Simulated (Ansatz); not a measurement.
# C2H6OSi2: small, medium and large basis sets

Aim: see how fast density functionals converge with the basis set for C2H6OSi2.

The runs use Ansatz 0.2.0, Gaussian basis; one geometry, several basis sets.

The runs, in order: PBE0-D4/def2-SVP; ωB97M-V/def2-SVP; PBE0-D4/def2-QZVPP; ωB97M-V/def2-QZVPP; the functionals' def2-TZVPP values are taken from earlier runs.

## Step 1: Structure used throughout

The geometry comes from an earlier relaxation with PBE0-D4 in a triple-zeta def2 set; it is a stationary point, not always the lowest conformer.

SMILES `O[SiH2]C#C[SiH3]`, 11 atoms, charge 0, spin multiplicity 1.

Atoms are counted from 1 here; the program's logs count them from 0.

Bond lengths: O1–Si2 1.641 Å, O1–H6 0.958 Å, Si2–C3 1.830 Å, Si2–H7 1.485 Å, Si2–H8 1.477 Å, C3–C4 1.215 Å, C4–Si5 1.826 Å, Si5–H9 1.483 Å, Si5–H10 1.483 Å, Si5–H11 1.483 Å. Angles: Si2–O1–H6 117.9°, O1–Si2–C3 111.3°, O1–Si2–H7 112.0°, O1–Si2–H8 106.2°, C3–Si2–H7 106.9°, C3–Si2–H8 109.7°, H7–Si2–H8 110.8°, Si2–C3–C4 179.3°, C3–C4–Si5 179.7°, C4–Si5–H9 109.2°, C4–Si5–H10 109.2°, C4–Si5–H11 109.0°, H9–Si5–H10 109.8°, H9–Si5–H11 109.7°, H10–Si5–H11 109.8°.

## Step 2: PBE0-D4 in def2-SVP

File in.yaml:

```yaml
crystal:
  periodic: [false, false, false]
  atoms:
    - {symbol: O, position_ang: [-1.914593, -1.887523, 1.499063]}
    - {symbol: Si, position_ang: [-0.322844, -1.495329, 1.576626]}
    - {symbol: C, position_ang: [0.129445, -0.290294, 0.275184]}
    - {symbol: C, position_ang: [0.424727, 0.521225, -0.579489]}
    - {symbol: Si, position_ang: [0.872811, 1.733012, -1.869745]}
    - {symbol: H, position_ang: [-2.553987, -1.174107, 1.511956]}
    - {symbol: H, position_ang: [0.036476, -0.879322, 2.878923]}
    - {symbol: H, position_ang: [0.421898, -2.754427, 1.369311]}
    - {symbol: H, position_ang: [1.607094, 2.861113, -1.246904]}
    - {symbol: H, position_ang: [1.730920, 1.073013, -2.883216]}
    - {symbol: H, position_ang: [-0.366647, 2.235540, -2.511109]}
basis:
  gaussian: {orbitals: def2-SVP}
hamiltonian: {xc: pbe0, dispersion: d4}
output: {orbitals: {seedname: orbitals}}
```

After this run come: ωB97M-V in def2-SVP; PBE0-D4 in def2-QZVPP; ωB97M-V in def2-QZVPP.

**Question.** What will the summary of the whole plan be? Wanted: PBE0-D4: double and triple zeta above quadruple; ωB97M-V: double and triple zeta above quadruple.

As calculated:

```
                                       quantity           value
PBE0-D4: double and triple zeta above quadruple  11.48, 0.78 eV
ωB97M-V: double and triple zeta above quadruple  11.62, 0.71 eV
```

What this shows: For PBE0-D4 the step from double to triple zeta gains 10.70 eV and the next only 0.78 eV. These are total energies; as a rule much of such shifts cancels in differences, which this series doesn't test.
